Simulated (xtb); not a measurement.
# singlet C2H6N2Si at GFN-FF (ALPB benzaldehyde)

We compute a geometry optimisation of singlet C2H6N2Si. 

Program for the calculation: xtb 6.7.1.

3 further runs of the same task are left out: 3 set aside as unsound or not needed.

## Step 1: Starting point

C2H6N2Si: 11 atoms, total charge 0, spin state singlet. SMILES of the parent species: `C#C[SiH](N)[NH2+]`. The shape is that of a GFN2-xTB optimisation. This is one conformer, not always the lowest. That shape belongs to the parent species and isn't relaxed for this state. The run starts from this shape.

Bond lengths: C1–C2 1.199 Å, C2–Si3 1.861 Å, Si3–N4 1.712 Å, Si3–N5 1.711 Å, C1–H6 1.057 Å, Si3–H7 1.480 Å, N4–H8 1.009 Å, N4–H9 1.009 Å, N5–H10 1.009 Å, N5–H11 1.009 Å. Some angles: C1–C2–Si3 179.3°, C2–Si3–N4 110.2°, C2–Si3–N5 110.2°, N4–Si3–N5 112.1°, C2–C1–H6 177.6°, C2–Si3–H7 105.5°, N4–Si3–H7 109.3°, N5–Si3–H7 109.3°, Si3–N4–H8 122.9°, Si3–N4–H9 125.3°.

## Step 2: A structure relaxation at GFN-FF (ALPB benzaldehyde)

Input file coord:

```
$coord angs
    -0.6742100     2.0422500     1.6324000  C
    -0.4950100     1.1759100     0.8223900  C
    -0.2382200    -0.1648700    -0.4423100  Si
    -0.3602100    -1.7048800     0.2944600  N
     1.2621800     0.0506300    -1.2365300  N
    -0.7930600     2.7938800     2.3654500  H
    -1.3370500    -0.0025700    -1.4197500  H
    -1.1623100    -1.9913100     0.8351800  H
     0.3083900    -2.4534700     0.1937500  H
     1.9423600    -0.6752200    -1.4036300  H
     1.5471400     0.9296500    -1.6414100  H
$end
```

On the command line:

```bash
$ xtb coord -u 0 --opt sloppy --gfnff --pop --alpb benzaldehyde > xtb.out
```

Q: Predict the results. Wanted: steric energy; dipole moment; dispersion energy; solvent term in the energy.

**Answer.** As computed:

At GFN-FF (ALPB benzaldehyde):

```
                           quantity          value
     steric energy (arbitrary zero)    -1.81704 Eh
dipole moment (from atomic charges)         1.75 D
                  dispersion energy  -12.72 kJ/mol
         solvent term in the energy   -23.7 kJ/mol
```

What this shows: At the final geometry: Bond lengths: C1–C2 1.210 Å, C2–Si3 1.787 Å, Si3–N4 1.781 Å, Si3–N5 1.780 Å, C1–H6 1.067 Å, Si3–H7 1.458 Å, N4–H8 1.004 Å, N4–H9 1.006 Å, N5–H10 1.006 Å, N5–H11 1.005 Å. Some angles: C1–C2–Si3 172.8°, C2–Si3–N4 110.0°, C2–Si3–N5 110.8°, N4–Si3–N5 111.2°, C2–C1–H6 179.8°, C2–Si3–H7 112.3°, N4–Si3–H7 106.2°, N5–Si3–H7 106.2°, Si3–N4–H8 111.6°, Si3–N4–H9 110.7°. The optimisation took 18 steps and changed the energy by -0.315 eV.
